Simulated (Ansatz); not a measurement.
# C3H11AlO2: how energies converge with the basis set

An exercise on one series of results from a longer session: the logs are not shown, and one member is left open.

Method: one geometry, several basis sets; program: Ansatz 0.2.0, Gaussian basis.

Levels to be run: PBE0-D4/def2-SVP; ωB97M-V/def2-SVP; PBE0-D4/def2-QZVPP; ωB97M-V/def2-QZVPP; the functionals' def2-TZVPP values are taken from earlier runs.

## The geometry

The geometry comes from an earlier relaxation with PBE0-D4 in a triple-zeta def2 set; it is a stationary point, not always the lowest conformer.

SMILES `C[O][Al-]([CH3])([CH3])[OH2+]`, 17 atoms, charge 0, spin multiplicity 1.

Atoms are counted from 1 here; the program's logs count them from 0.

Bond lengths: C1–O2 1.393 Å, C1–H7 1.096 Å, C1–H8 1.098 Å, C1–H9 1.099 Å, O2–Al3 1.752 Å, Al3–C4 1.964 Å, Al3–C5 1.958 Å, Al3–O6 2.008 Å, C4–H10 1.096 Å, C4–H11 1.096 Å, C4–H12 1.095 Å, C5–H13 1.095 Å, C5–H14 1.095 Å, C5–H15 1.096 Å, O6–H16 0.963 Å, O6–H17 0.979 Å. Angles: O2–C1–H7 110.3°, O2–C1–H8 111.6°, O2–C1–H9 112.3°, H7–C1–H8 107.3°, H7–C1–H9 107.4°, H8–C1–H9 107.7°, C1–O2–Al3 131.3°, O2–Al3–C4 116.9°, O2–Al3–C5 116.0°, O2–Al3–O6 83.1°, C4–Al3–C5 121.1°, C4–Al3–O6 101.7°, C5–Al3–O6 108.4°, Al3–C4–H10 112.5°, Al3–C4–H11 110.8°, Al3–C4–H12 113.0°, H10–C4–H11 106.1°, H10–C4–H12 107.7° and more.

The first run:

in.yaml

```yaml
crystal:
  periodic: [false, false, false]
  atoms:
    - {symbol: C, position_ang: [-1.321988, -1.976785, 0.623621]}
    - {symbol: O, position_ang: [-0.336127, -1.020211, 0.856303]}
    - {symbol: Al, position_ang: [0.232337, 0.316586, -0.123171]}
    - {symbol: C, position_ang: [2.048090, 0.171019, -0.858577]}
    - {symbol: C, position_ang: [-1.148554, 1.359524, -1.038428]}
    - {symbol: O, position_ang: [0.582974, 1.159916, 1.665539]}
    - {symbol: H, position_ang: [-1.693578, -2.377889, 1.573549]}
    - {symbol: H, position_ang: [-0.934375, -2.822864, 0.040773]}
    - {symbol: H, position_ang: [-2.183920, -1.564613, 0.080584]}
    - {symbol: H, position_ang: [2.496709, 1.149445, -1.064746]}
    - {symbol: H, position_ang: [2.039722, -0.366208, -1.813335]}
    - {symbol: H, position_ang: [2.732966, -0.376903, -0.202279]}
    - {symbol: H, position_ang: [-0.777353, 2.339430, -1.355864]}
    - {symbol: H, position_ang: [-2.026256, 1.530751, -0.407352]}
    - {symbol: H, position_ang: [-1.500218, 0.852183, -1.943650]}
    - {symbol: H, position_ang: [1.514865, 1.266415, 1.883218]}
    - {symbol: H, position_ang: [0.255706, 0.359603, 2.124015]}
basis:
  gaussian: {orbitals: def2-SVP}
hamiltonian: {xc: pbe0, dispersion: d4}
output: {orbitals: {seedname: orbitals}}
```

Launch:

```bash
$ ansatz run in.yaml --threads 4 --pin off --events-out ev --progress --plain --max-ram 11315MiB
```

Among the steps run: PBE0-D4 in def2-SVP; ωB97M-V in def2-SVP; PBE0-D4 in def2-QZVPP; ωB97M-V in def2-QZVPP.

One of the session's tables, all rows but one given; the rest of the session is left out.

It belongs to the step «Functionals by basis». 

| functional | basis | HOMO (eV) | LUMO (eV) |
| --- | --- | --- | --- |
| PBE0-D4 | def2-SVP | -6.74 | 0.65 |
| PBE0-D4 | def2-TZVPP | ? | ? |
| PBE0-D4 | def2-QZVPP | -6.89 | -0.30 |
| ωB97M-V | def2-SVP | -9.01 | 2.25 |
| ωB97M-V | def2-TZVPP | -9.13 | 1.51 |
| ωB97M-V | def2-QZVPP | -9.16 | 0.82 |

Q: Estimate the row for PBE0-D4, def2-TZVPP from the others.

**Answer.** HOMO (eV): -6.86; LUMO (eV): 0.08. In the column «HOMO (eV)» it lies between PBE0-D4, def2-QZVPP (-6.89) and PBE0-D4, def2-SVP (-6.74).
